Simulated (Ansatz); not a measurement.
# H₇NOSi₃: one species, many methods

An exercise on one series of results from a longer session: the logs are not shown, and one member is left open.

Method: functionals in def2-TZVPP, the program's frozen cores in correlated methods; program: Ansatz 0.2.0, Gaussian basis.

The runs, in order: LDA (SPW92), PBE-D4, revPBE-D4, BLYP-D4, r2SCAN-D4, B97M-V, PBE0-D4, B3LYP-D4, r2SCANh-D4, r2SCAN0-D4, HSE06-D4, BHLYP-D4, CAM-B3LYP-D4, LC-ωPBE, ωB97X-V, ωB97M-V, B2PLYP, PBE-QIDH; CCSD(T)/def2-SVP; CCSD(T)/def2-TZVPP; MP2/def2-QZVPP; extrapolation to the limit; RPA on PBE.

**The geometry**

All runs share one geometry, relaxed beforehand with PBE0-D4 in a triple-zeta def2 set.

SMILES `O[Si]N([SiH3])[SiH3]`, 12 atoms, charge 0, spin multiplicity 1.

Atoms are counted from 1 here; the program's logs count them from 0.

Bond lengths: O1–Si2 1.645 Å, O1–H6 0.964 Å, Si2–N3 1.759 Å, N3–Si4 1.742 Å, N3–Si5 1.752 Å, Si4–H7 1.485 Å, Si4–H8 1.485 Å, Si4–H9 1.490 Å, Si5–H10 1.487 Å, Si5–H11 1.487 Å, Si5–H12 1.484 Å. Angles: Si2–O1–H6 122.1°, O1–Si2–N3 105.0°, Si2–N3–Si4 128.3°, Si2–N3–Si5 115.3°, Si4–N3–Si5 116.4°, N3–Si4–H7 110.9°, N3–Si4–H8 110.9°, N3–Si4–H9 110.2°, H7–Si4–H8 108.9°, H7–Si4–H9 108.0°, H8–Si4–H9 108.0°, N3–Si5–H10 110.2°, N3–Si5–H11 110.3°, N3–Si5–H12 108.0°, H10–Si5–H11 108.2°, H10–Si5–H12 110.1°, H11–Si5–H12 110.1°.

Set-up of the first run:

The input, in.yaml:

```yaml
crystal:
  periodic: [false, false, false]
  atoms:
    - {symbol: O, position_ang: [1.909421, 2.022222, 0.432699]}
    - {symbol: Si, position_ang: [0.378156, 2.013260, -0.168035]}
    - {symbol: N, position_ang: [-0.127848, 0.329669, -0.102416]}
    - {symbol: Si, position_ang: [0.775775, -1.048153, 0.463767]}
    - {symbol: Si, position_ang: [-1.749177, 0.011307, -0.683995]}
    - {symbol: H, position_ang: [2.346864, 1.216756, 0.730220]}
    - {symbol: H, position_ang: [0.954965, -2.045805, -0.621813]}
    - {symbol: H, position_ang: [0.086063, -1.699453, 1.606664]}
    - {symbol: H, position_ang: [2.127072, -0.621716, 0.924569]}
    - {symbol: H, position_ang: [-1.708865, -0.952656, -1.814968]}
    - {symbol: H, position_ang: [-2.579212, -0.578718, 0.398959]}
    - {symbol: H, position_ang: [-2.336213, 1.298187, -1.131650]}
basis:
  gaussian: {orbitals: def2-TZVPP}
hamiltonian: {xc: lda}
output: {orbitals: {seedname: orbitals}}
```

Among the steps run: LDA; PBE-D4 (GGA); revPBE-D4 (GGA); BLYP-D4 (GGA); r2SCAN-D4 (meta-GGA); B97M-V (meta-GGA); PBE0-D4 (hybrid); B3LYP-D4 (hybrid); r2SCANh-D4 (hybrid); r2SCAN0-D4 (hybrid); HSE06-D4 (hybrid); BHLYP-D4 (hybrid); CAM-B3LYP-D4 (range-separated); LC-ωPBE-D4 (range-separated; the results give it without D4); ωB97X-V (range-separated); ωB97M-V (range-separated); B2PLYP (double hybrid); PBE-QIDH (double hybrid).

One table of the session follows, with a row left open; its other results are not shown here.

It belongs to the step «Frontier levels by functional». 

```
  functional  HOMO (eV)  gap (eV)
 LDA (SPW92)      -6.04      3.81
      PBE-D4      -5.94      3.88
   revPBE-D4      -5.89      3.89
     BLYP-D4      -5.80      3.89
   r2SCAN-D4      -6.12      4.16
      B97M-V      -6.26      4.27
     PBE0-D4      -6.99      5.75
    B3LYP-D4      -6.80      5.39
  r2SCANh-D4      -6.51      4.87
  r2SCAN0-D4      -7.10      5.93
    HSE06-D4          ?         ?
    BHLYP-D4      -7.94      7.63
CAM-B3LYP-D4      -8.27      8.14
     LC-ωPBE      -9.55     10.49
     ωB97X-V      -9.24     10.09
     ωB97M-V      -9.12      9.83
```

Estimate the missing values for HSE06-D4.

As computed: HOMO (eV): -6.59; gap (eV): 4.98. In the column «HOMO (eV)» it lies between B3LYP-D4 (-6.80) and r2SCANh-D4 (-6.51).
